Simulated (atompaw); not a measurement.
# Pseudopotential generation for strontium: PAW (atompaw), LDA (PW92)

Do these settings give a usable potential? It is generated, then checked for scattering, ghosts and hardness.

Program: atompaw 4.2.0.5. Reference atom: LDA (PW92), scalar-relativistic, spherical and spin-unpolarised. All values are calculated.

**1. The atom and the settings**

The settings as typed:

| Quantity | Value |
| --- | --- |
| element | strontium (Sr, Z = 38) |
| type | PAW |
| frozen core | [Kr] |
| valence charge | 2 |
| reference configuration | 4d0.5 5s1.5 5p0 |
| partial waves | 5s (bound): rc 3.00 bohr; 5s channel at 0.3 Ry: rc 3.00 bohr; 5p (bound, empty): rc 3.00 bohr; 5p channel at 3.65 Ry: rc 3.00 bohr; 4d (bound): rc 3.00 bohr; 4d channel at 2.85 Ry: rc 3.00 bohr |
| local potential | bessel scheme, radius 2.80 bohr |
| core correction | smooth core density matched at 1.85 bohr |
| augmentation charge | besselshape compensation charge, radius 2.35 bohr; PAW radius 3.00 bohr; waves and projectors: custom rrkj gramschmidtortho |

The nodes and maxima of the atom's own shells, from an earlier all-electron run, set the scale for the radii.

All-electron outer shells of the reference configuration (LDA (PW92), scalar-relativistic, ld1.x):

| shell | level (eV) | outermost node (bohr) | outermost maximum (bohr) |
| --- | --- | --- | --- |
| 4s | -40.31 | 0.59 | 1.19 |
| 4p | -22.29 | 0.61 | 1.33 |
| 5s | -3.49 | 1.65 | 3.67 |
| 5p | -1.26 | 1.97 | 5.01 |
| 4d | -1.14 | 0.65 | 2.23 |

**2. The generation run**

The input, Sr.input:

```
Sr 38
LDA-PW scalarrelativistic loggrid 1500 logderivrange -2 5 176
5 5 4 0 0 0
5 0 1.5
5 1 0
4 2 0.5
0 0 0
c
c
c
c
v
c
c
c
v
c
v
2
3.00 2.35 2.80 1.85
y
0.3
n
y
3.65
n
y
2.85
n
custom rrkj gramschmidtortho besselshape
bessel
3.00
3.00
3.00
3.00
3.00
3.00
PWSCFOUT
UPFDX 0.0125d0 UPFXMIN -7.d0 UPFZMESH 38.d0
END
```

Command:

```
$ atompaw < Sr.input > Sr.log
```

Before running it: what results should come out? Wanted: cutoffs for 10 and 1 mRy, occupied levels; bound ghosts; largest phase difference near zero energy, channels read; lowest eigenvalue of the overlap; share of valence orbitals outside the PAW sphere; UPF file.

The runs gave:

| quantity | value |
| --- | --- |
| cutoffs for 10 and 1 mRy, occupied levels | 8 Ry and 10 Ry |
| bound ghosts | p at -14.03 eV, s at -9.46 eV |
| largest phase difference near zero energy, channels read | 3.128 rad |
| lowest eigenvalue of the overlap (Bessel basis) | 0.050 (p) |
| share of valence orbitals outside the PAW sphere | 5s 81 %, 5p 95 %, 4d 55 % |
| UPF file | written |

**Reading.** A bound ghost (p, s) makes it unfit for use: electrons can fall into a state that the atom doesn't have. The potential is soft on the atom at that tolerance: the looser tolerance needs 8 Ry. The slowest occupied level is 4d: taken alone it needs 10 Ry to come within 1 mRy, against 6 Ry or less for 5s. That counts occupied waves only; other projectors can need more. Of the channels read, s scatters worst near zero energy, by up to 3.13 rad. A step near π is an extra or missing state, not a misfit of shape. The pseudo curves have a pole with no partner nearby in the atom's: s at -0.70 Ry. All of this concerns the isolated atom, not yet a solid.
